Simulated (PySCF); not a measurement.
**doublet HBr+ at 6 levels**

Aim: a comparison of 6 runs (U-revPBE/cc-pVTZ, UB3LYP/cc-pVTZ, UM06-2X/cc-pVTZ, UM06-L/cc-pVTZ, UPBE/cc-pVTZ, UPBE0/cc-pVTZ) of doublet HBr+. 

The calculation is run with PySCF 2.14.0.

8 further runs of the same task are left out: 8 set aside as unsound or not needed.

## (1) The system as given

HBr+ has 2 atoms, charge +1, and is taken as a doublet. SMILES of the parent species: `Br`. The coordinates come from a PBE0-D4/def2-TZVP relaxation. That shape belongs to the parent species and isn't relaxed for this state.

Bond lengths: Br1–H2 1.420 Å.

## (2) A single-point energy at U-revPBE/cc-pVTZ (run 1)

Input file calc.py:

```python
from pyscf import gto, dft

mol = gto.Mole()
mol.atom = '''
Br  -0.603220   0.217960  -0.305050
H    0.603220  -0.217960   0.305050
'''
mol.spin = 1
mol.max_memory = 1860
mol.charge = 1
mol.verbose = 3
mol.basis = 'cc-pvtz'
mol.build()

mf = dft.UKS(mol, xc='revpbe')
mf.conv_tol = 1e-10
mf.grids.level = 5
mf.kernel()
if not mf.converged:
    mf = mf.newton().run(mf.mo_coeff, mf.mo_occ)

e_final = mf.e_tot
print('E = %.10f Eh' % e_final)
```

Run with:

```bash
$ OMP_NUM_THREADS=1 python calc.py
```

Log:

```text
WARN: HOMO -0.297869931786424 >= LUMO -0.297869931786416

converged SCF energy = -2574.1568195099  <S^2> = 0.75296596  2S+1 = 2.0029638
E = -2574.1568195099 Eh
```

Run time: 4.8 s. Hardware: 1 thread of Arm Neoverse V2, shared host; peak memory 0.28 GiB.

## (3) The energy at UB3LYP/cc-pVTZ (run 2)

Input file input.py:

```python
from pyscf import gto, dft

mol = gto.Mole()
mol.atom = 'Br -0.603220 0.217960 -0.305050; H 0.603220 -0.217960 0.305050'
mol.verbose = 4
mol.max_memory = 1860
mol.spin = 1
mol.charge = 1
mol.basis = 'cc-pvtz'
mol.build()

myscf = dft.UKS(mol)
myscf.xc = 'b3lyp'
myscf.conv_tol = 1e-10
myscf.grids.level = 5
myscf.kernel()
if not myscf.converged:
    myscf = myscf.newton().run(myscf.mo_coeff, myscf.mo_occ)

e_tot = myscf.e_tot
print(f'total energy: {e_tot:.8f} hartree')
```

Run with:

```bash
$ OMP_NUM_THREADS=1 python input.py
```

Log:

```text
PySCF version 2.14.0

[INPUT] num. atoms = 2
[INPUT] num. electrons = 35
[INPUT] charge = 1
[INPUT] spin (= nelec alpha-beta = 2S) = 1
[INPUT] symmetry False subgroup None
[INPUT] Mole.unit = angstrom
[INPUT] Symbol           X                Y                Z      unit          X                Y                Z       unit  Magmom
[INPUT]  1 Br    -0.603220000000   0.217960000000  -0.305050000000 AA   -1.139920592860   0.411884706110  -0.576460954299 Bohr   0.0
[INPUT]  2 H      0.603220000000  -0.217960000000   0.305050000000 AA    1.139920592860  -0.411884706110   0.576460954299 Bohr   0.0

nuclear repulsion = 13.0387500136477
number of shells = 16
number of NR pGTOs = 127
number of NR cGTOs = 57
basis = cc-pvtz
ecp = {}

[... 33 lines left out ...]
WARN: beta  nocc = 17  HOMO -0.32652919944708 >= LUMO -0.326529197238713
[... 42 lines left out ...]
converged SCF energy = -2574.40255724565  <S^2> = 0.75263288  2S+1 = 2.0026311
total energy: -2574.40255725 hartree
```

It took 5.1 s on 1 thread of Arm Neoverse V2, shared host; peak memory 0.28 GiB.

Runs 3 to 5 aren't shown in full; the table further down has their settings and results.

## (4) A single-point energy at UPBE0/cc-pVTZ (run 6)

Input file calc.py:

```python
from pyscf import gto, dft

mol = gto.M(
    atom='''
Br    -1.139921     0.411885    -0.576461
H      1.139921    -0.411885     0.576461
''',
    charge=1,
    unit='bohr',
    max_memory=1860,
    verbose=3,
    spin=1,
    basis='cc-pvtz',
)

mf = dft.UKS(mol)
mf.xc = 'pbe0'
mf.grids.level = 5
mf.conv_tol = 1e-10
mf.kernel()
if not mf.converged:
    mf = mf.newton().run(mf.mo_coeff, mf.mo_occ)

etot = mf.e_tot
print('E = %.10f Eh' % etot)
```

Run with:

```bash
$ OMP_NUM_THREADS=1 python calc.py
```

Log:

```text
WARN: HOMO -0.335633855742067 >= LUMO -0.335633855742073

converged SCF energy = -2574.07421126145  <S^2> = 0.75369305  2S+1 = 2.0036896
E = -2574.0742112615 Eh
```

Run time: 4.8 s. Hardware: 1 thread of Arm Neoverse V2, shared host; peak memory 0.28 GiB.

## (5) All runs side by side

| run | level | energy (Eh) | HOMO energy (eV) | LUMO energy (eV) | ⟨S²⟩ | wall time |
| --- | --- | --- | --- | --- | --- | --- |
| 1 | U-revPBE/cc-pVTZ | -2574.156820 | -16.21 | -15.85 | 0.753 | 4.8 s |
| 2 | UB3LYP/cc-pVTZ | -2574.402557 | -17.37 | -15.15 | 0.753 | 5.1 s |
| 3 | UM06-2X/cc-pVTZ | -2574.409462 | -18.89 | -13.22 | 0.754 | 9 s |
| 4 | UM06-L/cc-pVTZ | -2574.286571 | -16.33 | -15.51 | 0.755 | 9 s |
| 5 | UPBE/cc-pVTZ | -2573.984174 | -16.23 | -15.99 | 0.753 | 4.5 s |
| 6 | UPBE0/cc-pVTZ | -2574.074211 | -17.63 | -14.66 | 0.754 | 4.8 s |

## (6) Results

```
                                 quantity           value
                      run 6: total energy  -2574.07421 Eh
run 6: HOMO energy (highest over α and β)       -17.63 eV
 run 6: LUMO energy (lowest over α and β)       -14.66 eV
                              run 6: ⟨S²⟩           0.754
```

What this shows: Totals of different functionals can't be ranked against each other. All runs together took 37 s, the longest 9 s.
